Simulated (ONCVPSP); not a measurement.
# N: the cost of one run

The numbers are computed with ONCVPSP 4.0.1.1 (patched build) (PBE, scalar-relativistic, spin-unpolarised reference atom).

## 1. Settings

Typed settings, in words:

| Property | Result |
| --- | --- |
| element | nitrogen (N, Z = 7) |
| type | optimised norm-conserving Vanderbilt (ONCV) |
| frozen core | [He] |
| valence charge | 5 |
| reference configuration | 2s2 2p2 (charge +1) |
| partial waves | 2s: rc 1.00 bohr, ncon 4, nbas 8, qcut 6.9 1/bohr, 3 projectors, debl 2.2 Ha; 2p: rc 1.60 bohr, ncon 4, nbas 8, qcut 10.5 1/bohr, 3 projectors, debl 3.2 Ha; d scattering state at 0.11 Ha: rc 1.40 bohr, ncon 3, nbas 7, qcut 7.2 1/bohr, 2 projectors, debl 2 Ha |
| local potential | polynomial inside 1.00 bohr (lpopt 4, dvloc0 0 Ha) |
| core correction | Teter function, fcfact 5.25, rcfact 1.6 |

The outer shells as boxes (Hund's rule for the drawing; the calculation is spin-unpolarised):

```
[He] core
2s [↑↓]
2p [↑ ][↑ ][  ]
```

An earlier all-electron run gives the scale for the radii.

All-electron outer shells of the reference configuration (PBE, scalar-relativistic, ld1.x):

```csv
shell,level (eV),outermost node (bohr),outermost maximum (bohr)
1s,-401.68,–,0.15
2s,-32.46,0.32,0.99
2p,-20.69,–,0.92
```

## 2. Generation

Contents of N.dat:

```
# ATOM AND REFERENCE CONFIGURATION
# atsym  z   nc   nv     iexc    psfile
  N 7.00    1    2        4      upf
#
#   n    l    f
    1    0    2.00
    2    0    2.00
    2    1    2.00
#
# PSEUDOPOTENTIAL AND OPTIMIZATION
# lmax
    2
#
#   l,   rc,      ep,       ncon, nbas, qcut
    0    1.00    0.00    4    8    6.90
    1    1.60    0.00    4    8   10.50
    2    1.40    0.11    3    7    7.20
#
# LOCAL POTENTIAL
# lloc, lpopt,  rc(5),   dvloc0
    4    4    1.00    0.00
#
# VANDERBILT-KLEINMAN-BYLANDER PROJECTORs
# l, nproj, debl
    0    3    2.20
    1    3    3.20
    2    2    2.00
#
# MODEL CORE CHARGE
# icmod, fcfact, rcfact
    3    5.25    1.60
#
# LOG DERIVATIVE ANALYSIS
# epsh1, epsh2, depsh
   -3.00    5.00    0.02
#
# OUTPUT GRID
# rlmax, drl
    6.00    0.01
#
# TEST CONFIGURATIONS
# ncnf
    4
# nvcnf
#   n    l    f
    2
    2    0    2.00
    2    1    3.00
#
    2
    2    0    2.00
    2    1    1.00
#
    2
    2    0    2.00
    2    1    0.00
#
    2
    2    0    1.00
    2    1    0.00
#
```

Started as:

```sh
oncvpsp.x < N.dat > N.out
```

**Question.** How long does this run take on 1 thread of AMD EPYC 7R43, shared host?

About 6 s.
